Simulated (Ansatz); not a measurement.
# TiOF2: taking an electron away

Aim: the vertical ionisation energy of TiOF2, as cation minus neutral at the neutral's geometry, on several levels, and how well −ε(HOMO) stands in for it.

Program: Ansatz 0.2.0, Gaussian basis. Level of theory: unrestricted cation, the program's frozen cores in correlated methods. These are calculated values, not measurements.

The runs, in order: UKS PBE-D4/def2-TZVPP; UKS r2SCAN-D4/def2-TZVPP; UKS PBE0-D4/def2-TZVPP; UKS B3LYP-D4/def2-TZVPP; UKS wB97X-V/def2-TZVPP; UKS wB97M-V/def2-TZVPP; UKS B2PLYP/def2-TZVPP; UHF-CCSD(T)/def2-TZVPP; UHF-MP2/def2-QZVPP; extrapolation to the limit; then −ε(HOMO) from the neutral's earlier runs with LDA (SPW92), PBE-D4, revPBE-D4, BLYP-D4, r2SCAN-D4, B97M-V, PBE0-D4, B3LYP-D4, r2SCANh-D4, r2SCAN0-D4, HSE06-D4, BHLYP-D4, CAM-B3LYP-D4, LC-ωPBE, ωB97X-V, ωB97M-V.

## 1. The relaxed structure

The geometry comes from an earlier relaxation with PBE0-D4 in a triple-zeta def2 set; it is a stationary point.

SMILES `[O]=[Ti]([F])[F]`, 4 atoms, charge 0, spin multiplicity 1.

Atoms are counted from 1 here; the program's logs count them from 0.

Bond lengths: O1–Ti2 1.592 Å, Ti2–F3 1.788 Å, Ti2–F4 1.788 Å. Angles: O1–Ti2–F3 115.8°, O1–Ti2–F4 115.8°, F3–Ti2–F4 127.5°.

## 2. Cation, UKS PBE-D4/def2-TZVPP

Input file in.yaml:

```yaml
crystal:
  periodic: [false, false, false]
  atoms:
    - {symbol: O, position_ang: [0.045723, 0.470877, 1.512440]}
    - {symbol: Ti, position_ang: [-0.057734, -0.034398, 0.006513]}
    - {symbol: F, position_ang: [0.835050, -1.536346, -0.374152]}
    - {symbol: F, position_ang: [-0.823039, 1.099877, -1.144801]}
basis:
  gaussian: {orbitals: def2-TZVPP}
total_charge: 1
magnetization: {spin_polarized: true, initial_magnetization: 1}
hamiltonian: {xc: pbe, dispersion: d4}
```

The run is started by

```sh
ansatz run in.yaml --threads 4 --pin off --events-out ev --progress --plain --max-ram 10444MiB
```

After this run come: Cation, UKS r2SCAN-D4/def2-TZVPP; Cation, UKS PBE0-D4/def2-TZVPP; Cation, UKS B3LYP-D4/def2-TZVPP; Cation, UKS wB97X-V/def2-TZVPP; Cation, UKS wB97M-V/def2-TZVPP; Cation, UKS B2PLYP (frozen core)/def2-TZVPP; Cation, UHF-CCSD(T)/def2-TZVPP; Cation, UHF-MP2/def2-QZVPP.

Q: Predict the results of all the runs planned. Wanted: ionisation energy, CCSD(T)/CBS; nearest functional by difference; nearest −ε(HOMO); −ε(HOMO) of PBE; T1 of the cation.

**Answer**, as computed:

| quantity | value |
| --- | --- |
| ionisation energy, CCSD(T)/CBS | 12.78 eV |
| nearest functional by difference | B2PLYP (-0.15 eV) |
| nearest −ε(HOMO) | LC-ωPBE (-0.07 eV) |
| −ε(HOMO) of PBE | 8.10 eV |
| T1 of the cation | 0.034 |

**Reading.** By cation minus neutral, the functionals miss by 0.77 eV at most. −ε(HOMO) of PBE misses by 4.7 eV, since self-interaction lifts the level. Among orbital estimates LC-ωPBE comes nearest. Hartree-Fock falls 2.00 eV short, as the neutral has more correlation energy than the cation. The cation's T1 (from the report) is 0.034, near the customary mark of 0.045 for open shells, so the coupled-cluster value is less safe. The cation may have settled in a state other than its lowest; no search over hole states beyond the program's own was made. Correlated methods include outer-core shells of Ti, which these sets cover unevenly.
